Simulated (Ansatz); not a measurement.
**F2H2HfSe2: one species, many methods**

One table from this session's results is given with a row withheld; the runs are named, their logs left out.

The runs use Ansatz 0.2.0, Gaussian basis; functionals in def2-TZVPP, the program's frozen cores in correlated methods.

Plan: LDA (SPW92), PBE-D4, revPBE-D4, BLYP-D4, r2SCAN-D4, B97M-V, PBE0-D4, B3LYP-D4, r2SCANh-D4, r2SCAN0-D4, HSE06-D4, BHLYP-D4, CAM-B3LYP-D4, LC-ωPBE, ωB97X-V, ωB97M-V, B2PLYP, PBE-QIDH; CCSD(T)/def2-SVP; CCSD(T)/def2-TZVPP; MP2/def2-QZVPP; extrapolation to the limit; RPA on PBE.

## The geometry

The geometry comes from an earlier relaxation with PBE0-D4 in a triple-zeta def2 set; it is a stationary point, not always the lowest conformer. Hf takes the def2 core potential; no spin-orbit term is included.

SMILES `[F][Hf]([F])([SeH])[SeH]`, 7 atoms, charge 0, spin multiplicity 1.

Atoms are counted from 1 here; the program's logs count them from 0.

Bond lengths: F1–Hf2 1.889 Å, Hf2–F3 1.891 Å, Hf2–Se4 2.563 Å, Hf2–Se5 2.572 Å, Se4–H6 1.475 Å, Se5–H7 1.475 Å. Angles: F1–Hf2–F3 110.9°, F1–Hf2–Se4 107.7°, F1–Hf2–Se5 111.2°, F3–Hf2–Se4 112.3°, F3–Hf2–Se5 108.2°, Se4–Hf2–Se5 106.5°, Hf2–Se4–H6 87.1°, Hf2–Se5–H7 88.9°.

The first run:

Input file in.yaml:

```yaml
crystal:
  periodic: [false, false, false]
  atoms:
    - {symbol: F, position_ang: [0.508317, -2.287445, -0.512175]}
    - {symbol: Hf, position_ang: [0.139180, -0.533562, 0.085394]}
    - {symbol: F, position_ang: [1.183331, -0.103771, 1.601675]}
    - {symbol: Se, position_ang: [-2.374680, -0.385713, 0.563275]}
    - {symbol: Se, position_ang: [0.637016, 1.197410, -1.750568]}
    - {symbol: H, position_ang: [-2.084023, 0.856845, 1.302436]}
    - {symbol: H, position_ang: [2.052059, 1.188337, -1.335636]}
basis:
  gaussian: {orbitals: def2-TZVPP}
hamiltonian: {xc: lda}
output: {orbitals: {seedname: orbitals}}
```

The run is started by

```sh
ansatz run in.yaml --threads 4 --pin off --events-out ev --progress --plain --max-ram 11315MiB
```

Steps of the session up to this table: LDA; PBE-D4 (GGA); revPBE-D4 (GGA); BLYP-D4 (GGA); r2SCAN-D4 (meta-GGA); B97M-V (meta-GGA); B3LYP-D4 (hybrid); r2SCANh-D4 (hybrid); r2SCAN0-D4 (hybrid); HSE06-D4 (hybrid); BHLYP-D4 (hybrid); CAM-B3LYP-D4 (range-separated); LC-ωPBE (range-separated); ωB97X-V (range-separated); ωB97M-V (range-separated); B2PLYP (double hybrid); PBE-QIDH (double hybrid).

One table of the session follows, with a row left open; its other results are not shown here.

It belongs to the step «Orbital energies across the functionals». 

```
  functional  HOMO (eV)  LUMO (eV)  gap (eV)
 LDA (SPW92)      -6.56      -2.92      3.64
      PBE-D4      -6.38      -2.67      3.71
   revPBE-D4      -6.31      -2.58      3.73
     BLYP-D4      -6.20      -2.54      3.66
   r2SCAN-D4      -6.68      -2.51      4.17
      B97M-V      -6.69      -2.44      4.25
     PBE0-D4      -7.52      -1.90      5.62
    B3LYP-D4          ?          ?         ?
  r2SCANh-D4      -7.10      -2.23      4.87
  r2SCAN0-D4      -7.73      -1.80      5.92
    HSE06-D4      -7.13      -2.27      4.86
    BHLYP-D4      -8.50      -0.97      7.52
CAM-B3LYP-D4      -8.77      -0.83      7.94
     LC-ωPBE     -10.11       0.28     10.39
     ωB97X-V      -9.77       0.20      9.97
     ωB97M-V      -9.63       0.09      9.72
```

**Question.** Estimate the row for B3LYP-D4.

Worked estimate for «HOMO (eV)». Against the share of exact exchange, BLYP-D4 (0, -6.20), BHLYP-D4 (0.5, -8.50) give a slope of -4.60 per unit share; at 0.2 the line stands at -7.12.

As computed: HOMO (eV): -7.28; LUMO (eV): -2.09; gap (eV): 5.19. In «HOMO (eV)» the line misses by +0.16.
